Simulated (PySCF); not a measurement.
# [ReO3F2]−: other functionals and bases at one geometry

One table from this session's results is given with a row withheld; the runs are named, their logs left out.

Method: several levels, as the steps say, no spin–orbit coupling; program: PySCF 2.14.0.

4 further runs of the same task are left out: 2 for a known fault of the program, 1 that didn't finish, 1 set aside as unsound or not needed.

### The system as given

6 atoms, charge -1, spin multiplicity 1.

Bond lengths: Re1–O2 1.736 Å, Re1–O3 1.736 Å, Re1–O4 1.736 Å, Re1–F5 1.922 Å, Re1–F6 1.922 Å. Angles: O2–Re1–O3 119.8°, O2–Re1–O4 120.1°, O2–Re1–F5 90.0°, O2–Re1–F6 90.0°, O3–Re1–O4 120.1°, O3–Re1–F5 90.0°, O3–Re1–F6 90.0°, O4–Re1–F5 90.0°, O4–Re1–F6 90.0°, F5–Re1–F6 179.9°.

As a file:

```xyz
6
charge -1, multiplicity 1
Re   -0.00506    0.00000    0.00000
O    -0.87559    0.00000    1.50189
O    -0.87559    0.00000   -1.50189
O     1.73109    0.00000    0.00000
F    -0.00344    1.92207    0.00000
F    -0.00344   -1.92207    0.00000
```

Formal oxidation states: Re +7. An earlier session relaxed this geometry at r2SCAN, Re def2-SVP with ECP60, O def2-SVP, F def2-SVP (singlet, point group D3h).

At r2SCAN on the finer grid: E = -503.442634 Eh, HOMO -3.04 eV, LUMO 1.34 eV, Mulliken charge on Re1 +1.19 e, largest force component 0.009 eV/Å. 

Levels to run: BP86; revPBE; TPSSh; CAM-B3LYP; r2SCAN, TZVP; r2SCAN, x2c-SVP. Hardware: 2 threads of Arm Neoverse V1, shared host.

Set-up of the first run:

Input file run.py (the lines that set the calculation):

```python
mol = gto.M(atom='''
Re    -0.00506     0.00000     0.00000
O     -0.87559     0.00000     1.50189
O     -0.87559     0.00000    -1.50189
O      1.73109     0.00000     0.00000
F     -0.00344     1.92207     0.00000
F     -0.00344    -1.92207     0.00000''',
    basis={'Re': 'def2-SVP', 'O': 'def2-SVP', 'F': 'def2-SVP'},
    ecp={'Re': 'def2-SVP'},
    charge=-1, spin=0)
mf = dft.RKS(mol, xc='B88,P86')
mf.grids.atom_grid = (75, 302)
mf = mf.density_fit()  # fitting sets: Re def2-universal-JKFIT, O def2-universal-JKFIT, F def2-universal-JKFIT
mf.conv_tol = 1e-08; mf.max_cycle = 55
mf.kernel(dm0)  # dm0: the density of the relaxed state
```

On the command line:

```
$ OMP_NUM_THREADS=2 python run.py
```

Steps of the session up to this table: BP86; revPBE; TPSSh; CAM-B3LYP; r2SCAN, TZVP; r2SCAN, x2c-SVP.

One of the session's tables, all rows but one given; the rest of the session is left out.

| level | HOMO (eV) | gap (eV) | charge on Re1 (e) | largest force component (eV/Å) |
| --- | --- | --- | --- | --- |
| r2SCAN (relaxed here) | -3.04 | 4.38 | 1.19 | 0.01 |
| BP86 | -2.60 | 4.02 | 0.95 | 0.78 |
| revPBE | ? | ? | ? | ? |
| TPSSh | -3.39 | 5.11 | 1.17 | 0.07 |
| CAM-B3LYP | -5.71 | 8.88 | 1.14 | 1.01 |
| r2SCAN, TZVP | -3.16 | 4.37 | 1.54 | 0.21 |
| r2SCAN, x2c-SVP | -3.21 | 4.14 | 0.96 | 0.94 |

Q: Estimate the row for revPBE from the others.

As computed: HOMO (eV): -2.42; gap (eV): 4.02; charge on Re1 (e): 0.97; largest force component (eV/Å): 0.88. In the column «HOMO (eV)» it is the highest.

In one basis the HOMO–LUMO gap runs from 4.02 eV (BP86) to 8.88 eV (CAM-B3LYP). The largest leftover force, 1.01 eV/Å with CAM-B3LYP, stands at a geometry relaxed at another level. Total energies of different levels can't be compared.
